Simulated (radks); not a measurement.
# Ti²⁺ in [Ne] 3s2 3p4 3d2 4d2: an all-electron calculation

One table from this session's results is given with a row withheld; the runs are named, their logs left out.

Method: Dirac Kohn-Sham, BLYP, spin-unpolarised, spherical densities, finite nucleus; open shells are shared between the two j in proportion to 2j + 1. Code: radks (a radial shooting solver on a logarithmic mesh, Libxc functionals) version 1.

**The atom as given**

- element: titanium (Z = 22)
- charge: +2
- electrons: 20
- configuration: [Ne] 3s2 3p4 3d2 4d2
- nuclear rms radius: 3.5921 fm

The outer shells:

Ti²⁺
```
[Ne] core
3s [↑↓]
3p [↑↓][↑ ][↑ ]
3d [↑ ][↑ ][  ][  ][  ]
4d [↑ ][↑ ][  ][  ][  ]
```

The first run:

Input:

```text
Z 22
configuration [Ne] 3s2 3p4 3d2 4d2
relativity Dirac
functional b88,lyp
spin unpolarised
j_filling average
nucleus finite rms 3.5921 fm
c 137.035999084
```

Launch:

```bash
$ python run_ks.py task.json out
```

The same process makes all the runs of this session.

One table of the session follows, with a row left open; its other results are not shown here.

It belongs to the step «Orbitals and density». Radial moments (bohr):

```
level      <r>  outermost maximum (interpolated)  90 % within  nodes
1s1/2  0.06957                            0.0455        0.124      0
2s1/2   0.3244                             0.269        0.504      1
2p1/2   0.2874                             0.218        0.473      0
2p3/2   0.2901                             0.220        0.477      0
3s1/2   0.9747                             0.856         1.45      2
3p1/2        ?                                 ?            ?      ?
3p3/2    1.029                             0.881         1.57      1
3d3/2    1.162                             0.878         1.89      0
3d5/2    1.164                             0.879         1.90      0
4d3/2    3.790                              3.43         5.59      1
4d5/2    3.793                              3.43         5.59      1
```

Q: Estimate the row for 3p1/2 from the others.

The run gave: <r>: 1.023; outermost maximum (interpolated): 0.875; 90 % within: 1.56; nodes: 1. In the column «<r>» it lies between 3s1/2 (0.9747) and 3p3/2 (1.029).
